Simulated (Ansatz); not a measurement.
**C2F8Ge: basis-set convergence**

Aim: see how fast density functionals converge with the basis set for C2F8Ge.

Method: one geometry, several basis sets; program: Ansatz 0.2.0, Gaussian basis.

Levels to be run: PBE0-D4/def2-SVP; ωB97M-V/def2-SVP; PBE0-D4/def2-QZVPP; ωB97M-V/def2-QZVPP; the functionals' def2-TZVPP values are taken from earlier runs.

### 1 Structure used throughout

All runs share one geometry, relaxed beforehand with PBE0-D4 in a triple-zeta def2 set.

SMILES `F[C](F)(F)[Ge]([F])([F])[C](F)(F)F`, 11 atoms, charge 0, spin multiplicity 1.

Atoms are counted from 1 here; the program's logs count them from 0.

Bond lengths: F1–C2 1.335 Å, C2–F3 1.330 Å, C2–F4 1.335 Å, C2–Ge5 2.009 Å, Ge5–F6 1.712 Å, Ge5–F7 1.712 Å, Ge5–C8 2.009 Å, C8–F9 1.335 Å, C8–F10 1.335 Å, C8–F11 1.330 Å. Angles: F1–C2–F3 108.3°, F1–C2–F4 108.0°, F1–C2–Ge5 110.4°, F3–C2–F4 108.3°, F3–C2–Ge5 111.3°, F4–C2–Ge5 110.4°, C2–Ge5–F6 108.4°, C2–Ge5–F7 108.4°, C2–Ge5–C8 115.8°, F6–Ge5–F7 107.1°, F6–Ge5–C8 108.4°, F7–Ge5–C8 108.4°, Ge5–C8–F9 110.4°, Ge5–C8–F10 110.4°, Ge5–C8–F11 111.3°, F9–C8–F10 108.0°, F9–C8–F11 108.3°, F10–C8–F11 108.3°.

### 2 PBE0-D4 in def2-SVP

File in.yaml:

```yaml
crystal:
  periodic: [false, false, false]
  atoms:
    - {symbol: F, position_ang: [-2.192946, -0.289379, -0.773706]}
    - {symbol: C, position_ang: [-1.544324, -0.719023, 0.311380]}
    - {symbol: F, position_ang: [-2.372441, -0.642819, 1.349836]}
    - {symbol: F, position_ang: [-1.227100, -2.002074, 0.122175]}
    - {symbol: Ge, position_ang: [0.112109, 0.375088, 0.617296]}
    - {symbol: F, position_ang: [-0.356302, 1.996260, 0.905590]}
    - {symbol: F, position_ang: [0.876071, -0.187642, 2.042223]}
    - {symbol: C, position_ang: [1.458676, 0.359382, -0.872989]}
    - {symbol: F, position_ang: [1.878967, -0.885896, -1.108289]}
    - {symbol: F, position_ang: [0.915094, 0.831425, -1.997417]}
    - {symbol: F, position_ang: [2.517597, 1.107780, -0.575399]}
basis:
  gaussian: {orbitals: def2-SVP}
hamiltonian: {xc: pbe0, dispersion: d4}
output: {orbitals: {seedname: orbitals}}
```

On the command line:

```console
$ ansatz run in.yaml --threads 4 --pin off --events-out ev --progress --plain --max-ram 41984MiB --backend cpu
```

Further steps of the session: ωB97M-V in def2-SVP; PBE0-D4 in def2-QZVPP; ωB97M-V in def2-QZVPP.

**Question.** What will the summary of the whole plan be? Wanted: PBE0-D4: double and triple zeta above quadruple; ωB97M-V: double and triple zeta above quadruple.

As calculated:

```
                                       quantity           value
PBE0-D4: double and triple zeta above quadruple  38.63, 2.44 eV
ωB97M-V: double and triple zeta above quadruple  39.01, 2.33 eV
```

What this shows: PBE0-D4 gains 36.18 eV from double to triple zeta, then 2.44 eV more. Total energies overstate the basis error of differences, where much of it tends to cancel.
